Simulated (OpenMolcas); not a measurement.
**Os⁴⁺ among point charges: CASSCF and CASPT2 levels and susceptibility**

Aim: the splitting of the states of Os⁴⁺ in the field of 6 point charges, its lowest levels with spin-orbit coupling and its magnetic susceptibility.

Program: OpenMolcas 26.06. Level of theory: state-averaged CASSCF and CASPT2, spin-orbit coupling by RASSI with atomic mean-field integrals. These are calculated values, not measurements, unless marked.

## Step 1: The system

```
Species                           : Os⁴⁺ (osmium, Z = 76, 72 electrons)
Basis                             : ANO-RCC-VTZP [8s7p5d3f2g1h], 104 functions
Scalar Hamiltonian                : DKH2, point nucleus
Inactive shells                   : 1s 2s 2p 3s 3p 3d 4s 4p 4d 4f 5s 5p
Active space                      : 4 electrons in 5 orbitals (5d)
Some configurations of this space : 5d4
Orbitals                          : optimised for each spin and parity, averaged over all roots
```

Outer shells as boxes (Hund's rule):

5d4
```
5d [↑ ][↑ ][↑ ][↑ ][  ]
```

The ion sits among 6 point charges of -1.7 e arranged as an octahedron (Oh), 2.5 Å from the ion.

The work runs as a chain of OpenMolcas steps in one folder; each step below is one input file. Labels, J, g values, rates, χT and fits are worked out afterwards by a script from the matrices that RASSI stores. The input lists half of the charges; inversion (Group=XYZ) makes the rest.

## Step 2: Basis and integrals

Contents of a.inp:

```
&GATEWAY
Coord
1

Os 0.0 0.0 0.0
Basis=ANO-RCC-VTZP
Group=XYZ
NoMove
AngMom=0.0 0.0 0.0
AMFI
XField
3 Angstrom 0
2.500000 0.000000 0.000000 -1.700000
0.000000 2.500000 0.000000 -1.700000
0.000000 0.000000 2.500000 -1.700000
&SEWARD
```

Started as:

```sh
$ OMP_NUM_THREADS=1 MOLCAS_MEM=1689 MOLCAS_PROJECT=a pymolcas a.inp > a.log
```

## Step 3: CASSCF: quintets of even parity, 5 roots

Contents of a.inp:

```
&RASSCF
FileOrb=start.orb
Symmetry=1
Spin=5
nActEl=4 0 0
Inactive=15 19
Ras2=5 0
CIRoot=5 5 1
SDav=5
CIMx=300
Iter=120 100
PrWF=0.3
OrbListing=Nothing
MaxOrb=0
>>> COPY $Project.JobIph JOB001
```

start.orb holds the contracted functions of the basis, ordered by shell, or the orbitals of the step before.

## Step 4: CASSCF: triplets of even parity, 45 roots

Contents of a.inp:

```
&RASSCF
FileOrb=start.orb
Symmetry=1
Spin=3
nActEl=4 0 0
Inactive=15 19
Ras2=5 0
CIRoot=45 45 1
SDav=45
CIMx=300
Iter=120 100
PrWF=0.3
OrbListing=Nothing
MaxOrb=0
>>> COPY $Project.JobIph JOB002
```

## Step 5: CASSCF: singlets of even parity, 50 roots

Contents of a.inp:

```
&RASSCF
FileOrb=start.orb
Symmetry=1
Spin=1
nActEl=4 0 0
Inactive=15 19
Ras2=5 0
CIRoot=50 50 1
SDav=50
CIMx=300
Iter=120 100
PrWF=0.3
OrbListing=Nothing
MaxOrb=0
>>> COPY $Project.JobIph JOB003
```

## Step 6: State interaction with spin-orbit coupling

Contents of a.inp:

```
&RASSI
NrOfJobIphs=3 5 45 50
1 2 3 4 5
1 2 3 4 5 6 7 8 9 10 11 12 13 14 15 16 17 18 19 20 21 22 23 24 25 26 27
28 29 30 31 32 33 34 35 36 37 38 39 40 41 42 43 44 45
1 2 3 4 5 6 7 8 9 10 11 12 13 14 15 16 17 18 19 20 21 22 23 24 25 26 27
28 29 30 31 32 33 34 35 36 37 38 39 40 41 42 43 44 45 46 47 48 49 50
IphNames
JOB001
JOB002
JOB003
EJob
SpinOrbit
DIPRint=1.0
SOCoupling=1000.0
Subsets=2
Property=9
'ANGMOM' 1 'ANGMOM' 2 'ANGMOM' 3 'MLTPL  1' 1 'MLTPL  1' 2 'MLTPL  1' 3
'AMFI' 1 'AMFI' 2 'AMFI' 3
SOProperty=3
'ANGMOM' 1 'ANGMOM' 2 'ANGMOM' 3
```

## Step 7: CASPT2: IPEA 0.25, imaginary shift 0.1 (closed shells correlated: 5s 5p)

Contents of a.inp:

```
>>> COPY JOB001 $Project.JobIph
&CASPT2
Multistate=5 1 2 3 4 5
NoMult
Frozen=14 16
IPEA=0.25
Imaginary=0.1
MaxIter=60
WThr=0.0 0.3 0.05
PrWF=0.5
NoMix
>>> COPY JOB002 $Project.JobIph
&CASPT2
Multistate=45 1 2 3 4 5 6 7 8 9 10 11 12 13 14 15 16 17 18 19 20 21 22
23 24 25 26 27 28 29 30 31 32 33 34 35 36 37 38 39 40 41 42 43 44 45
NoMult
Frozen=14 16
IPEA=0.25
Imaginary=0.1
MaxIter=60
WThr=0.0 0.3 0.05
PrWF=0.5
NoMix
>>> COPY JOB003 $Project.JobIph
&CASPT2
Multistate=50 1 2 3 4 5 6 7 8 9 10 11 12 13 14 15 16 17 18 19 20 21 22
23 24 25 26 27 28 29 30 31 32 33 34 35 36 37 38 39 40 41 42 43 44 45 46
47 48 49 50
NoMult
Frozen=14 16
IPEA=0.25
Imaginary=0.1
MaxIter=60
WThr=0.0 0.3 0.05
PrWF=0.5
NoMix
```

(Steps that only read results are left out.)

Q: Predict the outcome of this session. Wanted: spin-free ground state; first state of the same spin within the active space; lowest level; next level.

**Answer**, as computed:

| quantity | value |
| --- | --- |
| method | SS-CASPT2, IPEA 0.25, imaginary shift 0.1 (closed shells correlated: 5s 5p) |
| spin-free ground state | 5E, 2-fold in its orbital part |
| first state of the same spin within the active space | 5T2 at 3000 cm⁻¹ |
| lowest level | 1-fold A1 |
| next level | 4083.8 cm⁻¹ |
| χT at 300 K | 0.06 cm³ K/mol |
| effective moment at 300 K | 0.72 μB |

Cost by method:

```tsv
method	time of its own steps	time with the reference
A. CASSCF	29 s	29 s
B. SS-CASPT2, IPEA 0.25, imaginary shift 0.1, +5s 5p	33 s	62 s
```

Times are of one thread on a shared host.

What this shows: The spin-free ground state (5E) comes to 100 % from free-ion D terms and keeps the highest spin of the shell. χT at 300 K is 0.06, against 3.01 cm³ K/mol for the spin alone, so spin-orbit coupling lowers it. An active space of the d shell alone favours high spin; real ions in strong fields can be low spin. CASPT2 does not keep the components of a term degenerate, and the means are used. An orbital doublet at a regular site is open to a Jahn-Teller distortion, which this geometry leaves out. The field of point charges can differ much from that of real complexes. With metal d orbitals alone active, the gaps between spin states are rough; where two lie within a few thousand cm-1, their order is open. This is an electrostatic model: the charges have no orbitals.
